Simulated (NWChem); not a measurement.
**triplet IBr at 5 levels**

Wanted: a comparison of 5 runs (UHF/STO-3G, UHF/3-21G, UB3LYP/def2-TZVP, UM06-2X/def2-TZVP, UPBE0/def2-TZVP) of triplet IBr. 

The calculation is run with NWChem 7.3.0.

28 further runs of the same task are left out: 6 that didn't finish, 22 set aside as unsound or not needed. Runs told in other sessions of the task aren't counted.

**1. The molecule**

The species is IBr (2 atoms), meant as a triplet with charge 0. As SMILES of the parent species, `BrI`. Geometry: relaxed at PBE0-D4/def2-TZVP. That shape belongs to the parent species and isn't relaxed for this state.

Bond lengths: Br1–I2 2.464 Å.

**2. The energy at UHF/STO-3G (run 1)**

Input file run.nw:

```
start run
title "BrI"
memory 2200 mb

geometry units angstroms noautosym nocenter noautoz
Br       0.000000       0.000000      -0.002890
I        0.000000       0.000000       2.460860
end

basis "ao basis" spherical bse
* library STO-3G
end

scf
triplet
uhf
thresh 1e-08
maxiter 80
print medium
end

task scf
```

On the command line:

```
nwchem run.nw > run.out
```

Log:

```text
[...]
  functions       =    45
[...]
  wavefunction    = UHF
[...]
         Total SCF energy =  -9395.246802820415
      One electron energy = -13798.453410103795
      Two electron energy =   4004.779901288682
 Nuclear repulsion energy =    398.426705994699
                       Sz =      1.0000
                 Sz(Sz+1) =      2.0000
                      S^2 =      2.0000
[...]
```

Run time: 31 s. Hardware: 1 thread of AMD EPYC 7B13 (Zen 3), shared host; peak memory 0.098 GiB.

**3. A single-point energy at UHF/3-21G (run 2)**

Input file bri.xyz:

```xyz
2

Br     0.000000     0.000000    -0.002890
I      0.000000     0.000000     2.460860
```

Input file run.py:

```python
from ase.io import read
from ase.calculators.nwchem import NWChem

system = read('bri.xyz')

calc = NWChem(
    label='bri',
    theory='scf',
    memory='2200 mb',
    basis='3-21G',
    basispar='spherical bse',
    scf={'nopen': '2', 'uhf': None, 'thresh': '1e-08', 'maxiter': '80'},
    task='energy',
)
system.calc = calc

print("Total energy (eV):", round(system.get_potential_energy(), 6))
```

On the command line:

```
export ASE_NWCHEM_COMMAND="nwchem PREFIX.nwi > PREFIX.nwo"
python run.py
```

Log:

```text
Total energy (eV): -257073.090622
```

The calculator wrote bri.nwi:

```
title "bri"

permanent_dir bri

scratch_dir bri

start bri

geometry units angstrom nocenter noautosym noautoz
  Br 0.0000000000000000e+00 0.0000000000000000e+00 -2.8900000000000002e-03
  I  0.0000000000000000e+00 0.0000000000000000e+00 2.4608599999999998e+00
end

memory 2200 mb

basis spherical bse noprint
   * library 3-21G
end

scf
  nopen 2
  uhf
  thresh 1e-08
  maxiter 80
end

task scf energy
```

bri.nwo:

```text
Northwest Computational Chemistry Package (NWChem) 7.3.0
             --------------------------------------------------------

           Job information
           ---------------

    nwchem branch   = 7.3.0
    use scalapack   = T
    input           = bri.nwi
    prefix          = bri.
    data base       = bri/bri.db
    status          = startup
    nproc           =        1

           Memory information
           ------------------

    heap     =     72089600 doubles =      550.0 Mbytes
    stack    =     72089597 doubles =      550.0 Mbytes
    global   =    144179200 doubles =     1100.0 Mbytes (distinct from heap & stack)
    total    =    288358397 doubles =     2200.0 Mbytes
    verify   = yes
    hardfail = no

[... 101 lines left out ...]
 Convergence threshold     :          1.000E-08
[... 18 lines left out ...]
       Final UHF  results
[... 3 lines left out ...]
      One electron energy = -13841.686276500624
[... 1 line left out ...]
 Nuclear repulsion energy =    398.426705994699
[... 65 lines left out ...]
          Final beta eigenvalues
[... 231 lines left out ...]
                     UHF Final Beta Molecular Orbital Analysis
[... 210 lines left out ...]
   Mulliken analysis of the spin density
   -------------------------------------

    Atom       Charge   Shell Charges
 -----------   ------   -------------------------------------------------------
    1 Br  35     0.73   0.00  0.00  0.00  0.00  0.01  0.02  0.42 -0.04  0.32  0.00
    2 I   53     1.27   0.00  0.00  0.00  0.00  0.00  0.00  0.01  0.02  0.71 -0.00  0.53  0.00  0.00

       Multipole analysis of the density wrt the origin
       ------------------------------------------------

     L   x y z        total         alpha         beta         nuclear
     -   - - -        -----         -----         ----         -------
     0   0 0 0     -0.000000    -45.000000    -43.000000     88.000000

     1   1 0 0      0.000000     -0.000000      0.000000      0.000000
[... 8 lines of this table left out ...]
     2   0 0 2    -32.875433   -606.654690   -572.387349   1146.166606

 Task  times  cpu:       10.5s     wall:       10.5s
 Total times  cpu:       10.6s     wall:       10.6s
```

It took 12 s on 1 thread of AMD EPYC 7B13 (Zen 3), shared host; peak memory 0.099 GiB.

**4. A single-point energy at UB3LYP/def2-TZVP (core potential) (run 3)**

Input file run.py:

```python
from ase import Atoms
from ase.calculators.nwchem import NWChem

mol = Atoms(['Br', 'I'], positions=[
    [0.000000, -0.000000, -0.002890],
    [-0.000000, 0.000000, 2.460860],
])

calc = NWChem(
    label='job',
    theory='dft',
    memory='2200 mb',
    basis='def2-TZVP',
    basispar='spherical bse',
    dft={'xc': 'b3lyp', 'mult': '3', 'grid': 'fine', 'convergence': 'energy 1e-08', 'iterations': '100', 'mulliken': None},
    task='energy',
    **{'ecp bse': {'I library': 'def2-TZVP'}},
)
mol.calc = calc

print("Total energy (eV):", round(mol.get_potential_energy(), 6))
```

On the command line:

```
export ASE_NWCHEM_COMMAND="nwchem PREFIX.nwi > PREFIX.nwo"
python run.py
```

Log:

```text
Total energy (eV): -78148.961962
```

The calculator wrote job.nwi:

```
title "job"

permanent_dir job

scratch_dir job

start job

geometry units angstrom nocenter noautosym noautoz
  Br 0.0000000000000000e+00 -0.0000000000000000e+00 -2.8900000000000002e-03
  I  -0.0000000000000000e+00 0.0000000000000000e+00 2.4608599999999998e+00
end

memory 2200 mb

basis spherical bse noprint
   * library def2-TZVP
end

dft
  xc b3lyp
  mult 3
  grid fine
  convergence energy 1e-08
  iterations 100
  mulliken
end
ecp bse
  I library def2-TZVP
end

task dft energy
```

job.nwo:

```text
Northwest Computational Chemistry Package (NWChem) 7.3.0
             --------------------------------------------------------

           Job information
           ---------------

    nwchem branch   = 7.3.0
    use scalapack   = T
    input           = job.nwi
    prefix          = job.
    data base       = job/job.db
    status          = startup
    nproc           =        1

           Memory information
           ------------------

    heap     =     72089598 doubles =      550.0 Mbytes
    stack    =     72089595 doubles =      550.0 Mbytes
    global   =    144179200 doubles =     1100.0 Mbytes (distinct from heap & stack)
    total    =    288358393 doubles =     2200.0 Mbytes
    verify   = yes
    hardfail = no

[... 76 lines left out ...]
  convergence criterion.
[... 17 lines left out ...]
          Convergence on gradient requested:  5.00D-04
[... 25 lines left out ...]
          Convergence aids based upon iterative change in
[... 28 lines left out ...]
 1-e energy   =   -4475.012154
[... 47 lines left out ...]
         Total DFT energy =    -2871.921404214896
[... 2 lines left out ...]
    Exchange-Corr. energy =     -113.678774901581
[... 716 lines left out ...]
                     DFT Final Beta Molecular Orbital Analysis
[... 789 lines left out ...]
 center of mass
 --------------
 x =   0.00000000 y =   0.00000000 z =   2.85129003

 moments of inertia (a.u.)
 ------------------
        1062.929274798475           0.000000000000           0.000000000000
           0.000000000000        1062.929274798475           0.000000000000
           0.000000000000           0.000000000000           0.000000000000

     Multipole analysis of the density
     ---------------------------------

     L   x y z        total         alpha         beta         nuclear
     -   - - -        -----         -----         ----         -------
     0   0 0 0      0.000000    -31.000000    -29.000000     60.000000

     1   1 0 0     -0.000000     -0.000000     -0.000000      0.000000
[... 8 lines of this table left out ...]
     2   0 0 2    -32.197478   -304.514026   -268.328629    540.645177

 Task  times  cpu:       36.1s     wall:       36.1s
 Total times  cpu:       36.1s     wall:       36.1s
```

Run time: 38 s. Hardware: 1 thread of AMD EPYC 7B13 (Zen 3), shared host; peak memory 0.12 GiB.

Run 4 isn't shown in full; the table further down has it.

**5. A single-point energy at UPBE0/def2-TZVP (core potential) (run 5)**

bri.xyz is that of step 3.

Input file run.py:

```python
from ase.io import read
from ase.calculators.nwchem import NWChem

molecule = read('bri.xyz')

calc = NWChem(
    label='bri',
    theory='dft',
    memory='2200 mb',
    basis='def2-TZVP',
    basispar='spherical bse',
    dft={'xc': 'pbe0', 'mult': '3', 'grid': 'fine', 'convergence': 'energy 1e-08', 'iterations': '100', 'mulliken': None},
    task='energy',
    **{'ecp bse': {'I library': 'def2-TZVP'}},
)
molecule.calc = calc

print("Total energy (eV):", round(molecule.get_potential_energy(), 6))
```

On the command line:

```
export ASE_NWCHEM_COMMAND="nwchem PREFIX.nwi > PREFIX.nwo"
python run.py
```

Log:

```text
Total energy (eV): -78137.854323
```

The calculator wrote bri.nwi:

```
title "bri"

permanent_dir bri

scratch_dir bri

start bri

geometry units angstrom nocenter noautosym noautoz
  Br 0.0000000000000000e+00 0.0000000000000000e+00 -2.8900000000000002e-03
  I  0.0000000000000000e+00 0.0000000000000000e+00 2.4608599999999998e+00
end

memory 2200 mb

basis spherical bse noprint
   * library def2-TZVP
end

dft
  xc pbe0
  mult 3
  grid fine
  convergence energy 1e-08
  iterations 100
  mulliken
end
ecp bse
  I library def2-TZVP
end

task dft energy
```

bri.nwo:

```text
Northwest Computational Chemistry Package (NWChem) 7.3.0
             --------------------------------------------------------

           Job information
           ---------------

    nwchem branch   = 7.3.0
    use scalapack   = T
    input           = bri.nwi
    prefix          = bri.
    data base       = bri/bri.db
    status          = startup
    nproc           =        1

           Memory information
           ------------------

    heap     =     72089600 doubles =      550.0 Mbytes
    stack    =     72089597 doubles =      550.0 Mbytes
    global   =    144179200 doubles =     1100.0 Mbytes (distinct from heap & stack)
    total    =    288358397 doubles =     2200.0 Mbytes
    verify   = yes
    hardfail = no

[... 76 lines left out ...]
  convergence criterion.
[... 17 lines left out ...]
          Convergence on gradient requested:  5.00D-04
[... 24 lines left out ...]
          Convergence aids based upon iterative change in
[... 28 lines left out ...]
 1-e energy   =   -4475.012154
[... 47 lines left out ...]
         Total DFT energy =    -2871.513206004375
[... 2 lines left out ...]
    Exchange-Corr. energy =     -113.286830442662
[... 716 lines left out ...]
                     DFT Final Beta Molecular Orbital Analysis
[... 788 lines left out ...]
 center of mass
 --------------
 x =   0.00000000 y =   0.00000000 z =   2.85129003

 moments of inertia (a.u.)
 ------------------
        1062.929274798475           0.000000000000           0.000000000000
           0.000000000000        1062.929274798475           0.000000000000
           0.000000000000           0.000000000000           0.000000000000

     Multipole analysis of the density
     ---------------------------------

     L   x y z        total         alpha         beta         nuclear
     -   - - -        -----         -----         ----         -------
     0   0 0 0     -0.000000    -31.000000    -29.000000     60.000000

     1   1 0 0     -0.000000     -0.000000     -0.000000      0.000000
[... 8 lines of this table left out ...]
     2   0 0 2    -31.703389   -304.477238   -267.871327    540.645177

 Task  times  cpu:       43.5s     wall:       43.5s
 Total times  cpu:       43.5s     wall:       43.5s
```

Wall time 45 s (1 thread of AMD EPYC 7B13 (Zen 3), shared host); peak memory 0.12 GiB.

**6. All runs side by side**

```tsv
run	level	iteration cap	module	energy (Eh)	dipole moment (D)	HOMO energy (eV)	LUMO energy (eV)	wall time
1	UHF/STO-3G	80	scf	-9395.246803	1.28	-4.52	0.76	31 s
2	UHF/3-21G	80	scf	-9447.261907	2.12	-8.06	-2.24	12 s
3	UB3LYP/def2-TZVP (core potential)	100	dft	-2871.921404	0.82	-5.44	–	38 s
4	UM06-2X/def2-TZVP (core potential)	100	dft	-2871.753399	1.83	-6.65	-4.35	48 s
5	UPBE0/def2-TZVP (core potential)	100	dft	-2871.513206	0.92	-5.70	-5.54	45 s
```

**7. Outcome**

| quantity | value |
| --- | --- |
| run 5: total energy | -2871.51321 Eh |
| run 5: dipole moment | 0.92 D |
| run 5: HOMO energy (highest over α and β) | -5.70 eV |
| run 5: LUMO energy (lowest over α and β) | -5.54 eV |
| run 5: ⟨S²⟩ | 2.006 |

In words: The dipole moment (its size) runs from 0.82 D (UB3LYP/def2-TZVP) to 2.12 D (UHF/3-21G). The two ends differ in method and basis and core potential. Totals of different functionals can't be ranked against each other. Some runs of one species differ in core potentials or relativity; totals across that change don't compare. In run 1 the basis is minimal, so the values are rough. In runs 1, 2 relativity is left out where basis or elements ask for it. All runs together took 2.9 min, the longest 48 s.
